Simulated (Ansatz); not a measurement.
# C₂H₂AlCl (SMILES C#[C][AlH][Cl]): functionals against CCSD(T) at one geometry

How do the functionals fare away from a minimum? The structure is a structure displaced at random from a GFN2-xTB minimum.

Computed with Ansatz 0.2.0, Gaussian basis. Level: single points in def2-TZVPP.

Cores are frozen in the correlated methods.

### Step 1. The system as given

SMILES `C#[C][AlH][Cl]`, 6 atoms, charge 0, spin multiplicity 1.

Atoms are counted from 1 here; the program's logs count them from 0.

Bond lengths: C1–C2 1.221 Å, C1–H5 1.070 Å, C2–Al3 1.944 Å, Al3–Cl4 2.021 Å, Al3–H6 1.560 Å. Angles: C2–C1–H5 175.1°, C1–C2–Al3 176.0°, C2–Al3–Cl4 124.8°, C2–Al3–H6 117.3°, Cl4–Al3–H6 117.9°.

Geometry (Å):

```mol
C2H2AlCl
  3D, bonds by distance, orders not assigned

  6  5  0  0  0  0  0  0  0  0999 V2000
    0.3036    0.9111   -1.6681 C   0  0
    0.1374    0.3900   -0.5761 C   0  0
   -0.1348   -0.5601    1.0978 Al  0  0
   -1.1190   -2.3160    1.2803 Cl  0  0
    0.4260    1.4475   -2.5857 H   0  0
    0.4430    0.0900    2.3931 H   0  0
  1  2  8  0
  1  5  8  0
  2  3  8  0
  3  4  8  0
  3  6  8  0
M  END
```

### Step 2. CCSD(T)/def2-TZVPP

Input file run/in.yaml:

```yaml
crystal:
  periodic: [false, false, false]
  atoms:
    - {symbol: C, position_ang: [0.303600, 0.911100, -1.668100]}
    - {symbol: C, position_ang: [0.137400, 0.390000, -0.576100]}
    - {symbol: Al, position_ang: [-0.134800, -0.560100, 1.097800]}
    - {symbol: Cl, position_ang: [-1.119000, -2.316000, 1.280300]}
    - {symbol: H, position_ang: [0.426000, 1.447500, -2.585700]}
    - {symbol: H, position_ang: [0.443000, 0.090000, 2.393100]}
basis:
  gaussian: {orbitals: def2-TZVPP}
correlation: {method: ccsd_t}
output: {forces: true}
```

The command line of these runs was not kept.

### Step 3. PBE0-D4/def2-TZVPP

run/in.yaml: that of step 2 with these lines changed.

```diff
@@ -11,3 +11,3 @@
   gaussian: {orbitals: def2-TZVPP}
-correlation: {method: ccsd_t}
-output: {forces: true}
+hamiltonian: {xc: pbe0, dispersion: d4}
+output: {forces: true, orbitals: {seedname: orbitals}}
```

### Step 4. wB97M-V/def2-TZVPP

run/in.yaml: that of step 3 with these lines changed.

```diff
@@ -11,3 +11,3 @@
   gaussian: {orbitals: def2-TZVPP}
-hamiltonian: {xc: pbe0, dispersion: d4}
-output: {forces: true, orbitals: {seedname: orbitals}}
+hamiltonian: {xc: {name: wB97M-V}}
+output: {forces: true}
```

### Step 5. r2SCAN-D4/def2-TZVPP

run/in.yaml: that of step 4 with these lines changed.

```diff
@@ -11,3 +11,3 @@
   gaussian: {orbitals: def2-TZVPP}
-hamiltonian: {xc: {name: wB97M-V}}
+hamiltonian: {xc: r2scan, dispersion: d4}
 output: {forces: true}
```

### Step 6. PBE-D4/def2-TZVPP

run/in.yaml: that of step 5 with these lines changed.

```diff
@@ -11,3 +11,3 @@
   gaussian: {orbitals: def2-TZVPP}
-hamiltonian: {xc: r2scan, dispersion: d4}
+hamiltonian: {xc: pbe, dispersion: d4}
 output: {forces: true}
```

### Step 7. r2SCAN0-D4/def2-TZVPP

run/in.yaml: that of step 6 with these lines changed.

```diff
@@ -11,3 +11,3 @@
   gaussian: {orbitals: def2-TZVPP}
-hamiltonian: {xc: pbe, dispersion: d4}
+hamiltonian: {xc: {name: r2SCAN0}, dispersion: d4}
 output: {forces: true}
```

### Step 8. SPW92/def2-TZVPP

run/in.yaml: that of step 7 with these lines changed.

```diff
@@ -11,3 +11,3 @@
   gaussian: {orbitals: def2-TZVPP}
-hamiltonian: {xc: {name: r2SCAN0}, dispersion: d4}
+hamiltonian: {xc: lda}
 output: {forces: true}
```

(Steps that only read results are left out.)

Q: Predict the outcome of this session. Wanted: energy less free atoms, CCSD(T)/def2-TZVPP; RMS force component; RMS force error; HOMO and LUMO, PBE0-D4; T1 diagnostic.

The runs gave:

| quantity | value |
| --- | --- |
| energy less free atoms, CCSD(T)/def2-TZVPP | -536.0 kcal/mol |
| RMS force component | 0.572 to 0.660 eV/Å over the methods |
| RMS force error | PBE0-D4 0.429, wB97M-V 0.517, r2SCAN-D4 0.308, PBE-D4 0.145, r2SCAN0-D4 0.546, SPW92 0.354 eV/Å |
| HOMO and LUMO, PBE0-D4 | -8.33 and -1.72 eV |
| T1 diagnostic | 0.012 |

Against CCSD(T) the functionals' energies less atoms differ by -85.0 to -6.3 kcal/mol, PBE-D4 by -25.0 kcal/mol. A larger basis would deepen the CCSD(T) value, while the functionals are nearly converged already, so the order here is not reliable. The forces of PBE-D4 come nearest to CCSD(T), those of r2SCAN0-D4 are farthest. Frozen-core CCSD(T) forces in triple zeta carry basis errors of their own, and this is one geometry, so small gaps rank nothing.
